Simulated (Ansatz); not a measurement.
# CH6OSSi2: up Jacob's ladder to CCSD(T)

The task here is to estimate one member of a computed series from the others.

The runs use Ansatz 0.2.0, Gaussian basis; functionals in def2-TZVPP, the program's frozen cores in correlated methods.

Plan: LDA (SPW92), PBE-D4, revPBE-D4, BLYP-D4, r2SCAN-D4, B97M-V, PBE0-D4, B3LYP-D4, r2SCANh-D4, r2SCAN0-D4, HSE06-D4, BHLYP-D4, CAM-B3LYP-D4, LC-ωPBE, ωB97X-V, ωB97M-V, B2PLYP, PBE-QIDH; CCSD(T)/def2-SVP; CCSD(T)/def2-TZVPP; MP2/def2-QZVPP; extrapolation to the limit; RPA on PBE.

### The relaxed structure

The geometry comes from an earlier relaxation with PBE0-D4 in a triple-zeta def2 set; it is a stationary point, not always the lowest conformer.

SMILES `O=C([SiH3])[SiH2]S`, 11 atoms, charge 0, spin multiplicity 1.

Atoms are counted from 1 here; the program's logs count them from 0.

Bond lengths: O1–C2 1.213 Å, C2–Si3 1.940 Å, C2–Si4 1.944 Å, Si3–H6 1.486 Å, Si3–H7 1.484 Å, Si3–H8 1.483 Å, Si4–S5 2.116 Å, Si4–H9 1.488 Å, Si4–H10 1.488 Å, S5–H11 1.356 Å. Angles: O1–C2–Si3 118.6°, O1–C2–Si4 119.6°, Si3–C2–Si4 121.8°, C2–Si3–H6 109.5°, C2–Si3–H7 107.4°, C2–Si3–H8 108.5°, H6–Si3–H7 109.9°, H6–Si3–H8 110.7°, H7–Si3–H8 110.7°, C2–Si4–S5 105.1°, C2–Si4–H9 107.9°, C2–Si4–H10 108.1°, S5–Si4–H9 113.9°, S5–Si4–H10 113.8°, H9–Si4–H10 107.7°, Si4–S5–H11 88.4°.

As a file:

```
atom    x (Å)    y (Å)    z (Å)
  O1  -0.1643  -1.4982  -0.9013
  C2   0.0464  -0.5441  -0.1823
 Si3   1.3181  -0.7392   1.2695
 Si4  -0.8762   1.1335  -0.5180
  S5  -2.0529   0.7800  -2.2401
  H6   1.2615   0.4612   2.1440
  H7   2.6681  -0.8595   0.6641
  H8   0.9745  -1.9624   2.0344
  H9  -1.6681   1.4699   0.6955
 H10   0.1488   2.1965  -0.6981
 H11  -1.5907  -0.4948  -2.2470
```

Set-up of the first run:

in.yaml reads:

```yaml
crystal:
  periodic: [false, false, false]
  atoms:
    - {symbol: O, position_ang: [-0.164256, -1.498155, -0.901334]}
    - {symbol: C, position_ang: [0.046433, -0.544104, -0.182339]}
    - {symbol: Si, position_ang: [1.318087, -0.739238, 1.269544]}
    - {symbol: Si, position_ang: [-0.876151, 1.133500, -0.517995]}
    - {symbol: S, position_ang: [-2.052892, 0.780046, -2.240119]}
    - {symbol: H, position_ang: [1.261489, 0.461229, 2.144049]}
    - {symbol: H, position_ang: [2.668144, -0.859484, 0.664118]}
    - {symbol: H, position_ang: [0.974490, -1.962369, 2.034358]}
    - {symbol: H, position_ang: [-1.668053, 1.469926, 0.695457]}
    - {symbol: H, position_ang: [0.148846, 2.196461, -0.698104]}
    - {symbol: H, position_ang: [-1.590738, -0.494813, -2.247033]}
basis:
  gaussian: {orbitals: def2-TZVPP}
hamiltonian: {xc: lda}
output: {orbitals: {seedname: orbitals}}
```

Started as:

```sh
> ansatz run in.yaml --threads 4 --pin off --events-out ev --progress --plain --max-ram 10444MiB
```

Among the steps run: LDA; PBE-D4 (GGA); revPBE-D4 (GGA); BLYP-D4 (GGA); r2SCAN-D4 (meta-GGA); B97M-V (meta-GGA); PBE0-D4 (hybrid); B3LYP-D4 (hybrid); r2SCANh-D4 (hybrid); r2SCAN0-D4 (hybrid); HSE06-D4 (hybrid); BHLYP-D4 (hybrid); CAM-B3LYP-D4 (range-separated); LC-ωPBE (range-separated); ωB97X-V (range-separated); ωB97M-V (range-separated); B2PLYP (double hybrid); PBE-QIDH (double hybrid).

One table of the session follows, with a row left open; its other results are not shown here.

It belongs to the step «Frontier levels by functional». 

```
  functional  HOMO (eV)  LUMO (eV)  gap (eV)
 LDA (SPW92)      -5.82      -3.64      2.18
      PBE-D4          ?          ?         ?
   revPBE-D4      -5.58      -3.32      2.27
     BLYP-D4      -5.53      -3.23      2.29
   r2SCAN-D4      -5.85      -3.26      2.59
      B97M-V      -6.01      -3.25      2.76
     PBE0-D4      -6.91      -2.30      4.61
    B3LYP-D4      -6.70      -2.51      4.19
  r2SCANh-D4      -6.33      -2.85      3.49
  r2SCAN0-D4      -7.06      -2.23      4.83
    HSE06-D4      -6.52      -2.69      3.83
    BHLYP-D4      -8.13      -1.05      7.08
CAM-B3LYP-D4      -8.22      -1.03      7.19
     LC-ωPBE      -9.47       0.16      9.62
     ωB97X-V      -9.16       0.07      9.23
     ωB97M-V      -9.06      -0.03      9.03
```

Estimate the missing values for PBE-D4.

**Answer.** HOMO (eV): -5.65; LUMO (eV): -3.41; gap (eV): 2.24. In the column «HOMO (eV)» it lies between LDA (SPW92) (-5.82) and revPBE-D4 (-5.58).
